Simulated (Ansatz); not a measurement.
# SmHfW: the cost of one run

Method: DFT PBE, scalar-relativistic, plane waves, PAW; 4f electrons in the core of a trivalent norm-conserving potential, in Ansatz 0.2.0.

**1. The starting structure**

It takes space group P4/mmm (No. 123, tetragonal). The conventional cell has a = 3.447 Å, b = 3.447 Å, c = 4.842 Å, α = 90.00°, β = 90.00°, γ = 90.00°. Sm (site symmetry 4/mmm) has 2 Hf at 2.42 Å and 4 W at 2.44 Å in its first shell of neighbours. Hf (site symmetry 4/mmm) has 2 Sm at 2.42 Å in its first shell of neighbours. Around W (site symmetry 4/mmm) lie 4 Sm at 2.44 Å.

Structure file:

```cif
data_structure
_symmetry_space_group_name_H-M 'P 1'
_symmetry_Int_Tables_number 1
_cell_length_a 3.4470
_cell_length_b 3.4470
_cell_length_c 4.8420
_cell_angle_alpha 90.000
_cell_angle_beta 90.000
_cell_angle_gamma 90.000
_cell_volume 57.53
loop_
_atom_site_label
_atom_site_type_symbol
_atom_site_fract_x
_atom_site_fract_y
_atom_site_fract_z
_atom_site_occupancy
Sm1 Sm 0.50000 0.50000 0.00000 1
Hf1 Hf 0.50000 0.50000 0.50000 1
W1 W 0.00000 0.00000 0.00000 1
```

Recipe of the guess: species swapped into a database cell of LiHPd (P4/mmm, No. 123), with Hf on the Li sites, Sm on the H sites and W on the Pd sites. The dimensions are guesses.

**2. The guess as it stands, on a coarse mesh**

input.yaml reads:

```yaml
crystal:
  lattice:
    - [3.44698027, 0.0, 0.0]
    - [0.0, 3.44698027, 0.0]
    - [0.0, 0.0, 4.84197157]
  atoms:
    - { symbol: Sm, position: [0.5, 0.5, 0.0] }
    - { symbol: Hf, position: [0.5, 0.5, 0.5] }
    - { symbol: W, position: [0.0, 0.0, 0.0] }
basis:
  ecutwfc: 690
kpoints:
  mp_grid: { grid: [6, 6, 4] }
hamiltonian:
  xc: pbe
  pseudopotentials:
    kind: paw
    azcp: { Sm: "pseudopotentials/pbe/nc/lanthanide_3plus/Sm.nc.azcp" }
scf:
  occupations: { method: gaussian, width: 0.1 }
  lower_state_search: "off"
output:
  forces: true
  stress: true
  eigenvalues: true
```

Launch:

```bash
> ansatz run input.yaml --threads 1 --pin off --max-ram 2560MiB --backend cpu --events-out ev --progress --plain --runs-dir out
```

What time and memory should one allow on 1 thread of Arm Neoverse N1, shared host?

About 14 s, with a peak of 0.39 GiB.
